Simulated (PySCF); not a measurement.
# C4H11BFN: the cost of one run

Computed with PySCF 2.14.0 and routines of our own; the level stands in each step. Atoms count from 0.

## Step 1: The system as given

18 atoms, charge 0, multiplicity 1; geometry from: GFN2-xTB.

## Step 2: Circular dichroism and optical rotation: TDDFT CAM-B3LYP/def2-SVPD

The job: settings as JSON, then the geometry in Å.

```
{"job": {"kind": "ecd", "xc": "CAM-B3LYP", "basis": "def2-SVPD", "nstates": 8}, "charge": 0, "multiplicity": 1}
B      1.946859     0.494767     0.583831
N      0.901279     0.614163    -0.701655
C     -0.022494    -0.470034    -1.008110
C     -0.311557    -1.537743     0.000322
C     -1.364042    -0.517181    -0.322018
C     -1.696946     0.547371     0.687693
F     -1.929536     1.750109     0.040251
H      2.546808    -0.522001     0.437312
H      1.306369     0.517065     1.590978
H      2.637320     1.460736     0.476502
H      1.532563     0.752954    -1.482325
H      0.393148     1.483723    -0.555782
H     -0.003501    -0.767502    -2.051467
H     -0.449502    -2.549025    -0.348487
H      0.191399    -1.455721     0.948867
H     -2.208929    -0.826517    -0.926131
H     -2.611045     0.311818     1.239935
H     -0.866953     0.719337     1.378628
```

Level: TDDFT CAM-B3LYP/def2-SVPD circular dichroism and optical rotation, one conformer, gas phase.

Command:

```
$ OMP_NUM_THREADS=1 python excited_run.py task.json out
```

One launch serves the whole session: the jobs run in the order shown.

**Question.** How long does this job take on 1 thread of Arm Neoverse V1, shared host, and how much memory does it need?

About 78 s, with a peak of 1 GiB.
